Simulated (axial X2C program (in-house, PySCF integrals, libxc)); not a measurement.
# Linear STeS at several levels

One table from this session's results is given with a row withheld; the runs are named, their logs left out.

Computed with an in-house X2C program for linear molecules on PySCF integrals. Level: all-electron X2C, two-component (2c) or spin-free, S dyall-av3z, Te dyall-v3z.

All values are calculated.

2 further runs of the same task are left out: 2 set aside as unsound or not needed.

Set-up of the first run:

task.json reads:

```json
{"zs": [16, 52, 16], "q": 0, "bas": ["dyall-av3z", "dyall-v3z", "dyall-av3z"], "r0": [2.22, 2.22], "symm": 1, "scan": ["PBE0", "HF", "r2SCAN"], "levels": ["PBE0", "HF", "r2SCAN"], "nst": 2}
```

Keys: zs atomic numbers; q charge; bas basis sets; r0 starting distance in Å; symm equal bonds; scan levels of the two-bond scan; levels methods; nst determinants followed.

On the command line:

```sh
> python solin.py task.json out
```

Masses S 31.972, Te 129.906, S 31.972 u.

Among the steps run: Scan at PBE0, 2c; Scan at r2SCAN, 2c; Scan at PBE0, spin-free.

One table of the session follows, with a row left open; its other results are not shown here.

```
            level  r(S–Te) (Å)  r(Te–S) (Å)  lower stretch (cm⁻¹)  upper stretch (cm⁻¹)
         PBE0, 2c        2.316        2.316                 322.8                 379.5
       r2SCAN, 2c        2.338        2.338                 319.4                 361.0
  PBE0, spin-free        2.306        2.306                 351.0                 383.1
r2SCAN, spin-free            ?            ?                     ?                     ?
```

Q: Estimate the row for r2SCAN, spin-free from the others.

The run gave: r(S–Te) (Å): 2.325; r(Te–S) (Å): 2.325; lower stretch (cm⁻¹): 349.6; upper stretch (cm⁻¹): 367.2. In the column «r(S–Te) (Å)» it lies between PBE0, 2c (2.316) and r2SCAN, 2c (2.338).

Scans not shown above were run alike.

Limits of these values: The molecule was held linear; bending was not examined, so a bent shape may lie lower. Note: functional without a current term on a determinant with orbital currents, of the molecule or an atom.
